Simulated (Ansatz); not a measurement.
# BClH4Sn (SMILES Cl[BH][SnH3]): functionals against CCSD(T) at one geometry

One table from this session's results is given with a row withheld; the runs are named, their logs left out.

Method: single points in def2-TZVPP; program: Ansatz 0.2.0, Gaussian basis.

Correlated methods freeze the cores. Filled d shells of the heavier atoms are correlated. Core potentials replace the inner electrons past krypton, and spin-orbit coupling is left out.

### The system as given

SMILES `Cl[BH][SnH3]`, 7 atoms, charge 0, spin multiplicity 1.

Atoms are counted from 1 here; the program's logs count them from 0.

Bond lengths: Cl1–B2 1.652 Å, B2–Sn3 2.223 Å, B2–H4 1.176 Å, Sn3–H5 1.664 Å, Sn3–H6 1.663 Å, Sn3–H7 1.647 Å. Angles: Cl1–B2–Sn3 121.0°, Cl1–B2–H4 119.3°, Sn3–B2–H4 119.8°, B2–Sn3–H5 116.0°, B2–Sn3–H6 113.8°, B2–Sn3–H7 113.2°, H5–Sn3–H6 104.9°, H5–Sn3–H7 105.2°, H6–Sn3–H7 102.5°.

As a file:

```xyz
7

Cl   -0.9237   -2.1668    1.0806
B    -0.8633   -1.0463   -0.1320
Sn    0.5031    0.7027   -0.0062
H    -1.5418   -1.1899   -1.0812
H     0.4546    1.7583   -1.2910
H     0.2565    1.6522    1.3370
H     2.0871    0.2776    0.1446
```

The first run:

run/in.yaml reads:

```yaml
crystal:
  periodic: [false, false, false]
  atoms:
    - {symbol: Cl, position_ang: [-0.923700, -2.166800, 1.080600]}
    - {symbol: B, position_ang: [-0.863300, -1.046300, -0.132000]}
    - {symbol: Sn, position_ang: [0.503100, 0.702700, -0.006200]}
    - {symbol: H, position_ang: [-1.541800, -1.189900, -1.081200]}
    - {symbol: H, position_ang: [0.454600, 1.758300, -1.291000]}
    - {symbol: H, position_ang: [0.256500, 1.652200, 1.337000]}
    - {symbol: H, position_ang: [2.087100, 0.277600, 0.144600]}
basis:
  gaussian: {orbitals: def2-TZVPP}
correlation: {method: ccsd_t}
output: {forces: true}
```

The command line of these runs was not kept.

Steps of the session up to this table: CCSD(T)/def2-TZVPP; PBE0-D4/def2-TZVPP; wB97M-V/def2-TZVPP; r2SCAN-D4/def2-TZVPP; PBE-D4/def2-TZVPP; HSE06-D4/def2-TZVPP; revPBE-D4/def2-TZVPP.

One of the session's tables, all rows but one given; the rest of the session is left out.

```
   method  RMS force component (eV/Å)  angle to CCSD(T) forces (°)  dipole (D)
  CCSD(T)                       0.838                    reference        1.01
  PBE0-D4                       0.768                          7.0        0.98
  wB97M-V                       0.794                          3.1        1.01
r2SCAN-D4                       0.790                          5.6        0.98
   PBE-D4                       0.829                         11.1        1.01
 HSE06-D4                       0.769                          7.0        0.98
revPBE-D4                           ?                            ?           ?
```

**Question.** Estimate the row for revPBE-D4.

As computed: RMS force component (eV/Å): 0.878; angle to CCSD(T) forces (°): 10.4; dipole (D): 1.04. In the column «RMS force component (eV/Å)» it is the highest.
